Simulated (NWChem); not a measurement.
# B3LYP/def2-SVPD (core potential) run of InHF2 (SMILES [F][InH][F])

What is the electronic atomisation energy of InHF2 at B3LYP/def2-SVPD (core potential)? 

The results are computed with NWChem 7.3.0.

4 further runs of the same task are left out: 2 that didn't finish, 2 set aside as unsound or not needed.

## (1) The system as given

InHF2: 4 atoms, total charge 0, spin state singlet. SMILES: `[F][InH][F]`. Geometry: relaxed at PBE0-D4/def2-TZVP.

Bond lengths: F1–In2 1.935 Å, In2–F3 1.935 Å, In2–H4 1.681 Å. Angles: F1–In2–F3 106.8°, F1–In2–H4 126.6°, F3–In2–H4 126.6°.

## (2) The energy at B3LYP/def2-SVPD (core potential) (run 1)

The input, f2hin.nw:

```
START f2hin
TITLE "F2HIn energy"
memory total 2200 mb
GEOMETRY noautosym nocenter noautoz
   F     -1.694300    -0.668800     0.241700
   In     0.043800     0.113800    -0.088400
   F      1.340800    -1.004700     0.811200
   H      0.365400     1.499400    -0.984800
END
BASIS spherical bse
   * library def2-SVPD
END
ECP bse
   In library def2-SVPD
END
DFT
   xc b3lyp
   grid fine
   convergence energy 1e-08
   maxiter 100
   mulliken
   print low
END
TASK dft energy
```

Started as:

```sh
nwchem f2hin.nw > f2hin.out
```

The program printed:

```text
[...]
 d= 0,ls=0.0,diis     1   -390.2408854020 -5.17D+02  2.71D-02  1.10D+00     1.5
[...]
 d= 0,ls=0.0,diis    10   -390.3871519329 -7.62D-11  7.69D-08  1.46D-10    11.2
         Total DFT energy =     -390.387151932929
      One electron energy =     -867.297782351190
           Coulomb energy =      388.271178735644
    Exchange-Corr. energy =      -38.114190879509
 Nuclear repulsion energy =      126.753642562127
[...]
      Total Density - Mulliken Population Analysis
     ---------------------------------------------
    Atom       Charge   Shell Charges
 -----------   ------   -------------------------------------------------------
    1 F    9     9.63   1.99  1.13  0.81  0.05  3.32  2.06  0.26  0.00  0.01
    2 In  21    19.85  -0.60  2.60  0.83  0.22  0.00  2.78  3.23  0.71  0.03  9.66  0.41 -0.02
    3 F    9     9.63   1.99  1.13  0.81  0.05  3.32  2.06  0.26  0.00  0.01
    4 H    1     0.89   0.67  0.22  0.01 -0.01
[...]
```

It took 12 s on 1 thread of Intel Xeon Platinum 8559C (Emerald Rapids), shared host; peak memory 0.11 GiB.

## (3) The F atom at the same level (run 2)

The input, test.nw:

```
start test
memory stack 880 mb heap 220 mb global 1100 mb

geometry units au noautosym nocenter noautoz
  F    0.00000000   0.00000000   0.00000000
end

basis spherical bse
  * library def2-SVPD
end

dft
  xc b3lyp
  mult 2
  grid fine
  convergence energy 1e-08
  iterations 100
  mulliken
  noprint "final vectors analysis"
end

task dft energy
```

Run the same way, it converges to -99.65309 Eh (log not shown).

Run 3 isn't shown in full; the table further down has it.

## (4) The In atom, same level (run 4)

The input, calc.nw:

```
START calc
TITLE "In B3LYP"
memory total 2200 mb

GEOMETRY units angstrom noautosym nocenter noautoz
 In    0.000000    0.000000    0.000000
END

BASIS spherical bse
 In library def2-SVPD
END

ECP bse
 In library def2-SVPD
END

DFT
 xc b3lyp
 mult 2
 grid fine
 convergence energy 1e-08
 iterations 100
 mulliken
 noprint "final vectors analysis"
END

TASK dft energy
```

Run the same way, it converges to -190.18187 Eh (log not shown).

## (5) All runs side by side

| run | level | core potential | partner | energy (Eh) | wall time |
| --- | --- | --- | --- | --- | --- |
| 1 | B3LYP/def2-SVPD (core potential) | def2-SVPD | base | -390.387152 | 12 s |
| 2 | UB3LYP/def2-SVPD | – | atoms | -99.653089 | 0.84 s |
| 3 | UB3LYP/def2-SVPD | – | atoms | -0.501259 | 0.6 s |
| 4 | UB3LYP/def2-SVPD (core potential) | def2-SVPD | atoms | -190.181867 | 2.4 s |

## (6) Results

Level: B3LYP/def2-SVPD (core potential).

| quantity | value |
| --- | --- |
| In atom: total energy | -190.18187 Eh |
| In atom: ⟨S²⟩ | 0.752 |
| electronic atomisation energy | 10.826 eV |

What this shows: Taking the molecule apart into free atoms costs 10.83 eV (1045 kJ/mol), before zero-point energy and without spin-orbit coupling. All runs together took 16 s, the longest 12 s.
